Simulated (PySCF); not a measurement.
# One shape, several levels: doublet BBr2F+

Wanted: a comparison of 5 runs (UHF/STO-3G, UHF/3-21G, UB2PLYP/cc-pVDZ, UB3LYP/6-31G*, USCS-MP2/cc-pVDZ) of doublet BBr2F+. The job is set up through a Python script.

The results are computed with PySCF 2.14.0.

1 further run of the same task is left out (set aside as unsound or not needed).

**1. The molecule**

The species is BBr2F+ (4 atoms), meant as a doublet with charge +1. SMILES of the parent species: `FB(Br)Br`. The shape is that of a PBE0-D4/def2-TZVP optimisation. That shape belongs to the parent species and isn't relaxed for this state.

Bond lengths: F1–B2 1.307 Å, B2–Br3 1.901 Å, B2–Br4 1.901 Å. Angles: F1–B2–Br3 119.1°, F1–B2–Br4 119.1°, Br3–B2–Br4 121.7°.

**2. The energy at UHF/STO-3G (run 1)**

File run.py:

```python
from pyscf import gto

mol = gto.M(
    atom='F 1.316550 0.465960 0.364370; B 0.123960 0.043770 0.034160; Br -0.483040 -1.629420 0.701450; Br -0.957470 1.119690 -1.099980',
    charge=1,
    max_memory=1860,
    spin=1,
    basis='sto-3g',
    verbose=4,
)

mf = mol.UHF()
mf.conv_tol = 1e-10
mf.kernel()
if not mf.converged:
    mf = mf.newton().run(mf.mo_coeff, mf.mo_occ)

e_final = mf.e_tot
print('Final energy', e_final)
```

Launch:

```
$ OMP_NUM_THREADS=1 python run.py
```

Log:

```text
PySCF version 2.14.0

[INPUT] num. atoms = 4
[INPUT] num. electrons = 83
[INPUT] charge = 1
[INPUT] spin (= nelec alpha-beta = 2S) = 1
[INPUT] symmetry False subgroup None
[INPUT] Mole.unit = angstrom
[INPUT] Symbol           X                Y                Z      unit          X                Y                Z       unit  Magmom
[INPUT]  1 F      1.316550000000   0.465960000000   0.364370000000 AA    2.487918929296   0.880536785002   0.688559508008 Bohr   0.0
[INPUT]  2 B      0.123960000000   0.043770000000   0.034160000000 AA    0.234250450401   0.082713312472   0.064553044415 Bohr   0.0
[INPUT]  3 Br    -0.483040000000  -1.629420000000   0.701450000000 AA   -0.912813307210  -3.079157541889   1.325548390076 Bohr   0.0
[INPUT]  4 Br    -0.957470000000   1.119690000000  -1.099980000000 AA   -1.809356072487   2.115907444414  -2.078660942499 Bohr   0.0

nuclear repulsion = 430.663016623796
number of shells = 22
number of NR pGTOs = 138
number of NR cGTOs = 46
basis = sto-3g
ecp = {}

[... 81 lines left out ...]
converged SCF energy = -5211.57237973611  <S^2> = 0.76717584  2S+1 = 2.0171027
Final energy -5211.572379736113
```

Wall time 0.86 s (1 thread of Arm Neoverse V2, shared host); peak memory 0.12 GiB.

**3. A single-point energy at UHF/3-21G (run 2)**

File input.xyz:

```xyz
4
BBr2F
F      1.316550     0.465960     0.364370
B      0.123960     0.043770     0.034160
Br    -0.483040    -1.629420     0.701450
Br    -0.957470     1.119690    -1.099980
```

File job.py:

```python
from pyscf import gto

mol = gto.M(
    atom='input.xyz',
    basis='3-21g',
    spin=1,
    verbose=3,
    max_memory=1860,
    charge=1,
)

mf = mol.UHF()
mf.conv_tol = 1e-10
mf.kernel()
if not mf.converged:
    mf = mf.newton().run(mf.mo_coeff, mf.mo_occ)

e_final = mf.e_tot
print(f'total energy: {e_final:.8f} hartree')
```

Launch:

```
$ OMP_NUM_THREADS=1 python job.py
```

Log:

```text
converged SCF energy = -5243.26233327567  <S^2> = 0.77563792  2S+1 = 2.0254757
total energy: -5243.26233328 hartree
```

Wall time 1.1 s (1 thread of Arm Neoverse V2, shared host); peak memory 0.13 GiB.

Runs 3 to 4 aren't shown in full; the table further down has their settings and results.

**4. A single-point energy at USCS-MP2/cc-pVDZ (run 5)**

File run.py:

```python
from pyscf import gto, mp

mol = gto.M(
    atom=[
    ('F', (1.316550, 0.465960, 0.364370)),
    ('B', (0.123960, 0.043770, 0.034160)),
    ('Br', (-0.483040, -1.629420, 0.701450)),
    ('Br', (-0.957470, 1.119690, -1.099980)),
],
    max_memory=1860,
    spin=1,
    charge=1,
    verbose=3,
    basis='cc-pvdz',
)

hf = mol.UHF()
hf.conv_tol = 1e-10
hf.kernel()
if not hf.converged:
    hf = hf.newton().run(hf.mo_coeff, hf.mo_occ)

pt = mp.MP2(hf, frozen=20).run()
etot = hf.e_tot + 1.2 * pt.e_corr_os + pt.e_corr_ss / 3
print('E = %.10f Eh' % etot)
```

Launch:

```
$ OMP_NUM_THREADS=1 python run.py
```

Log:

```text
converged SCF energy = -5268.63391486584  <S^2> = 0.78033335  2S+1 = 2.0301067
E(UMP2) = -5269.15055622244  E_corr = -0.516641356596566
E(SCS-UMP2) = -5269.12393211408  E_corr = -0.490017248235759
E = -5269.1239321141 Eh
```

Wall time 3.6 s (1 thread of Arm Neoverse V2, shared host); peak memory 0.2 GiB.

**5. Overview of the runs**

```csv
run,level,frozen core orbitals,integration grid,energy (Eh),HOMO energy (eV),LUMO energy (eV),⟨S²⟩,wall time
1,UHF/STO-3G,–,–,-5211.572380,-14.50,-8.39,0.767,0.86 s
2,UHF/3-21G,–,–,-5243.262333,-16.68,-10.24,0.776,1.1 s
3,UB2PLYP/cc-pVDZ,20,5,-5271.730362,-15.67,-12.08,0.760,31 s
4,UB3LYP/6-31G* (spherical functions),–,5,-5272.169512,-15.04,-13.26,0.753,37 s
5,USCS-MP2/cc-pVDZ,20,–,-5269.123932,-16.51,-10.09,0.780,3.6 s
```

**6. What came out**

```
                                                         quantity           value
                                              run 5: total energy  -5269.12393 Eh
run 5: HOMO energy (Hartree–Fock orbitals) (highest over α and β)       -16.51 eV
 run 5: LUMO energy (Hartree–Fock orbitals) (lowest over α and β)       -10.09 eV
              run 5: correlation energy (20 core orbitals frozen)      -490.0 mEh
                         run 5: ⟨S²⟩ of the reference determinant           0.780
```

**Reading.** Totals of different functionals can't be ranked against each other. In run 1 the basis is minimal, so the values are rough. All runs together took 73 s, the longest 37 s.
